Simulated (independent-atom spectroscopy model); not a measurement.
**Characterising RbEuSiS4 on paper**

Ahead of a measurement on RbEuSiS4, estimate its thin-foil X-ray spectrum, its fluorescence spectrum, its X-ray refractive index and its core-loss edges.

The numbers are computed with independent-atom spectroscopy model (version 2): independent atoms, textbook formulas over atomic cross sections; no chemical shifts or fine structure; level and line energies, yields and scattering factors come from tables.

## 1. The sample

```
formula          : RbEuSiS4
density          : 3.504 g/cm³ (from a DFT-relaxed cell)
molar mass       : 393.76 g/mol
atoms per volume : 37.5 per nm³
```

| element | atoms (%) | mass (%) |
| --- | --- | --- |
| Rb | 14.3 | 21.7 |
| Eu | 14.3 | 38.6 |
| Si | 14.3 | 7.1 |
| S | 57.1 | 32.6 |

## 2. X-ray lines from a thin foil

Model: thin-foil X-ray emission: photons = atoms x relativistic binary-encounter-Bethe cross section (averaged denominator) with Coster-Kronig feeding x tabulated yield and branching; no absorption or detector response; main K, L (from Ca) and M (from Gd) lines over 0.5 percent, close pairs merged.

The inputs of this calculation:

```json
{
  "elements": ["Rb", "Eu", "Si", "S"],
  "counts": [1, 1, 1, 4],
  "density": 3.504,
  "beam_energy": 80.0,
  "range_end": 10
}
```

Units: density in g/cm³, beam_energy in keV, range_end in keV.

## 3. Fluorescence lines

Model: primary fluorescence of a thick sample under monochromatic X-rays (Sherman equation, cascade cross sections of xraylib); no secondary enhancement or detector response; lines over 1 keV and 0.3 percent, close pairs merged; depth is the 1/e depth of the way in and out.

The inputs of this calculation:

```json
{
  "elements": ["Rb", "Eu", "Si", "S"],
  "counts": [1, 1, 1, 4],
  "density": 3.504,
  "photon_energy": 59.54,
  "incidence_angle": 30,
  "take_off_angle": 60
}
```

Units: density in g/cm³, photon_energy in keV, incidence_angle in degrees, take_off_angle in degrees.

## 4. δ and β against photon energy

Model: refractive index n = 1 - delta + i beta from Henke atomic scattering factors, independent atoms (rough under about 100 eV); 1/e length of the intensity, critical angle sqrt(2 delta) where beta is under 0.3 delta.

The inputs of this calculation:

```json
{
  "elements": ["Rb", "Eu", "Si", "S"],
  "counts": [1, 1, 1, 4],
  "density": 3.504,
  "photon_energy": [52.7, 77.4, 183.3, 266.0, 403.0, 524.9, 2984.3, 9251.7, 17479.3]
}
```

Units: density in g/cm³, photon_energy in eV.

## 5. Energy-loss signals

Model: core-loss signal of a thin specimen = atoms x partial cross section (first Born, Dirac-Hartree-Slater continuum), each subshell from its own tabulated edge; single scattering, no white lines; K, p, d and f edges from 35 to 3200 eV, the lower partner alone where a pair is split widely.

The inputs of this calculation:

```json
{
  "elements": ["Rb", "Eu", "Si", "S"],
  "counts": [1, 1, 1, 4],
  "density": 3.504,
  "beam_energy": 300,
  "collection_angle": 20,
  "window": 200
}
```

Units: density in g/cm³, beam_energy in keV, collection_angle in mrad, window in eV.

Q: Predict the outcome of this session. Wanted: strongest thin-foil line; strongest fluorescence line; depth of that line; strongest loss edge.

As calculated:

```
                   quantity               value
   strongest thin-foil line  S Kα1+2, 2.307 keV
strongest fluorescence line   Eu Kα1, 41.54 keV
         depth of that line              180 μm
           δ, β at 17479 eV  2.15e-06, 8.82e-08
     1/e length at 17479 eV             64.0 μm
       critical angle there              0.119°
        strongest loss edge     S L23, 162.5 eV
```

The strongest feature of the thin-foil spectrum is S Kα1+2 at 2.307 keV. With 57 % of the atoms, S carries 49 % of the listed signal. Rb Lα1+2 and Si Kα1+2 lie only 46 eV apart and may overlap, as may others. The strongest feature of the fluorescence is Eu Kα1 at 41.54 keV. With 14 % of the atoms, Eu carries 98 % of the listed signal. Si and S show nothing within the model's range and threshold. The 1/e length at 17479 eV is 580 times that at 52.70 eV. In the loss spectrum the strongest is S L23 at 162.5 eV; S gives 47 % of the summed signal with 57 % of the atoms. Si L23 and Rb M45 lie only 13 eV apart and may overlap, as may others. Bonding is absent from the model, so shifts and fine structure near edges are missing.
